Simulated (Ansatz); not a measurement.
Run this with Ansatz 0.2.0 through its Python package and show what comes out.

Script `methods_brh2in.py`:
```python
"""BrH2In at several levels of theory."""

import logging
import sys

import ansatz as az

logging.basicConfig(stream=sys.stdout, format="[%(levelname)s] %(message)s")
log = logging.getLogger("ansatz_job")
log.setLevel(logging.INFO)

GEOMETRY = """
Br   -2.02090    0.73720   -1.23520
In    0.05750   -0.06930   -0.01600
H     0.76770   -1.69080    0.14060
H     1.25130    0.96260    1.09030
"""


def main() -> None:
    mol = az.Crystal.molecule()
    for line in GEOMETRY.strip().splitlines():
        symbol, *xyz = line.split()
        mol = mol.atom(symbol, [float(v) for v in xyz])

    calc = mol.calculation().basis(gaussian="def2-SVP")

    methods = ["mp2", "ccsd", "ccsd_t"]
    reports = [calc.correlation(m).run(threads=1).report for m in methods]
    log.info(f"Hartree-Fock reference {reports[0]['reference_energy_ev'] / 27.211386246:.6f} Ha")
    best = reports[-1]["free_energy_ev"] - reports[-1]["reference_energy_ev"]
    for method, each in zip(methods, reports):
        gained = each["free_energy_ev"] - each["reference_energy_ev"]
        log.info(f"{method:8s} total {each['free_energy_ev'] / 27.211386246:.6f} Ha  correlation {gained:9.4f} eV  ({100 * gained / best:.1f} % of the last)")


if __name__ == "__main__":
    main()
```

```console
$ python methods_brh2in.py
[INFO] Hartree-Fock reference -2762.488267 Ha
[INFO] mp2      total -2762.807770 Ha  correlation   -8.6941 eV  (91.9 % of the last)
[INFO] ccsd     total -2762.827781 Ha  correlation   -9.2387 eV  (97.7 % of the last)
[INFO] ccsd_t   total -2762.835789 Ha  correlation   -9.4566 eV  (100.0 % of the last)
```

Total energies depend on the basis set; only differences at equal settings carry meaning. The geometry is a force-field or estimated start, not a minimum of this method, and the basis set is short of its limit. A lower total doesn't mark the better method: functionals have no common bound, and MP2 and coupled cluster aren't variational. def2 sets replace the cores of elements past krypton by effective core potentials. Inner cores stay frozen; a filled d shell under the valence of the heavier atoms is correlated with it. Run time: 6.9 s on 1 thread of Arm Neoverse V1, with other jobs on the host, peak memory 0.23 GiB.
